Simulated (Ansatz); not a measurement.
This script for Ansatz 0.2.0, Python API starts 8 runs on H₄SSeSi, SMILES S[SiH2][SeH]. What input does the engine get in each?

The script, `scan.py`:
```python
"""Potential curve of H4SSeSi along one bond."""

import ansatz as az
import numpy as np


def main() -> None:
    geometry_ang = [
        ("S", (-2.0511, 0.0655, -0.4497)),
        ("Si", (-0.11, 0.3562, 0.2936)),
        ("Se", (1.0413, -1.5636, -0.0419)),
        ("H", (-1.5541, -0.1366, -1.7657)),
        ("H", (0.5559, 1.456, -0.4355)),
        ("H", (-0.161, 0.681, 1.7303)),
        ("H", (2.3403, -0.9265, 0.6231)),
    ]
    molecule = az.Crystal.molecule()
    for symbol, xyz in geometry_ang:
        molecule = molecule.atom(symbol, xyz)

    symbols = [site.symbol for site in molecule.cartesian_sites]
    start = np.array([site.position_ang for site in molecule.cartesian_sites])
    axis = (start[3] - start[0]) / np.linalg.norm(start[3] - start[0])
    moving = [3]
    lengths, energies = [1.251, 1.307, 1.364, 1.421, 1.478, 1.535, 1.592, 1.677], []
    for length in lengths:
        xyz = start.copy()
        xyz[moving] += (length - np.linalg.norm(start[3] - start[0])) * axis
        point = az.Crystal.molecule()
        for symbol, place in zip(symbols, xyz):
            point = point.atom(symbol, place.tolist())
        calc = (
            point.calculation()
            .basis(gaussian="def2-SVP")
            .functional("cam_b3lyp")
        )
        report = calc.run(threads=1).report
        energies.append(report["free_energy_ev"])
        print(f"r = {length:6.3f} A  E = {energies[-1]:.5f} eV  <S^2> = {abs(report['mean_field']['state']['spin_squared']):.3f}")

    # quartic fit about the minimum
    fit = np.polynomial.Polynomial.fit(lengths, np.array(energies) - min(energies), 4).convert()
    roots = [r.real for r in fit.deriv().roots() if abs(r.imag) < 1e-9 and fit.deriv(2)(r.real) > 0]
    r_e = min(roots, key=lambda r: abs(r - lengths[int(np.argmin(energies))]))
    print(f"minimum of the fit at {r_e:.4f} A, force constant {fit.deriv(2)(r_e):.2f} eV/A^2")


if __name__ == "__main__":
    main()
```

Run 1:
```yaml
crystal:
  periodic: [false, false, false]
  atoms:
    - { symbol: S, position_ang: [-2.0511, 0.0655, -0.4497] }
    - { symbol: Si, position_ang: [-0.11, 0.3562, 0.2936] }
    - { symbol: Se, position_ang: [1.0413, -1.5636, -0.0419] }
    - { symbol: H, position_ang: [-1.6136088682673584, -0.11240132338665365, -1.6081272220526284] }
    - { symbol: H, position_ang: [0.5559, 1.456, -0.4355] }
    - { symbol: H, position_ang: [-0.161, 0.681, 1.7303] }
    - { symbol: H, position_ang: [2.3403, -0.9265, 0.6231] }
basis:
  gaussian:
    orbitals: def2-SVP
hamiltonian:
  xc: cam_b3lyp
```

Run 2, against run 1:
```diff
-    - { symbol: H, position_ang: [-1.6136088682673584, -0.11240132338665365, -1.6081272220526284] }
+    - { symbol: H, position_ang: [-1.5940249327141787, -0.12036493178765494, -1.6599832767568228] }
```

Run 3, against run 1:
```diff
-    - { symbol: H, position_ang: [-1.6136088682673584, -0.11240132338665365, -1.6081272220526284] }
+    - { symbol: H, position_ang: [-1.5740912840261205, -0.12847074748153126, -1.712765332437878] }
```

Run 4, against run 1:
```diff
-    - { symbol: H, position_ang: [-1.6136088682673584, -0.11240132338665365, -1.6081272220526284] }
+    - { symbol: H, position_ang: [-1.5541576353380626, -0.13657656317540756, -1.765547388118933] }
```

Run 5, against run 1:
```diff
-    - { symbol: H, position_ang: [-1.6136088682673584, -0.11240132338665365, -1.6081272220526284] }
+    - { symbol: H, position_ang: [-1.5342239866500047, -0.14468237886928387, -1.818329443799988] }
```

Run 6, against run 1:
```diff
-    - { symbol: H, position_ang: [-1.6136088682673584, -0.11240132338665365, -1.6081272220526284] }
+    - { symbol: H, position_ang: [-1.5142903379619466, -0.15278819456316015, -1.871111499481043] }
```

Run 7, against run 1:
```diff
-    - { symbol: H, position_ang: [-1.6136088682673584, -0.11240132338665365, -1.6081272220526284] }
+    - { symbol: H, position_ang: [-1.4943566892738886, -0.16089401025703648, -1.9238935551620981] }
```

Run 8, against run 1:
```diff
-    - { symbol: H, position_ang: [-1.6136088682673584, -0.11240132338665365, -1.6081272220526284] }
+    - { symbol: H, position_ang: [-1.4646310728092407, -0.17298163015141343, -2.00260363819525] }
```

```console
$ python scan.py
r =  1.251 A  E = -84118.45678 eV  <S^2> = 0.000
r =  1.307 A  E = -84118.58533 eV  <S^2> = 0.000
r =  1.364 A  E = -84118.60962 eV  <S^2> = 0.000
r =  1.421 A  E = -84118.55342 eV  <S^2> = 0.000
r =  1.478 A  E = -84118.43763 eV  <S^2> = 0.000
r =  1.535 A  E = -84118.27835 eV  <S^2> = 0.000
r =  1.592 A  E = -84118.08796 eV  <S^2> = 0.000
r =  1.677 A  E = -84117.76645 eV  <S^2> = 0.000
minimum of the fit at 1.3507 A, force constant 26.58 eV/A^2
```

What to keep in mind:
- These settings explore the input space; basis and method may be short of convergence.
- The rest of the molecule is held rigid at a force-field or estimated start geometry, and the basis set is modest; single-reference methods fail as a bond breaks.
- The orbitals are restricted, so S² is zero by construction.
- Hardware and time: 23 s on 1 thread of Arm Neoverse V2 (shared host), peak memory 0.28 GiB.

(Lines on the test bed's own set-up are left out of the output.)
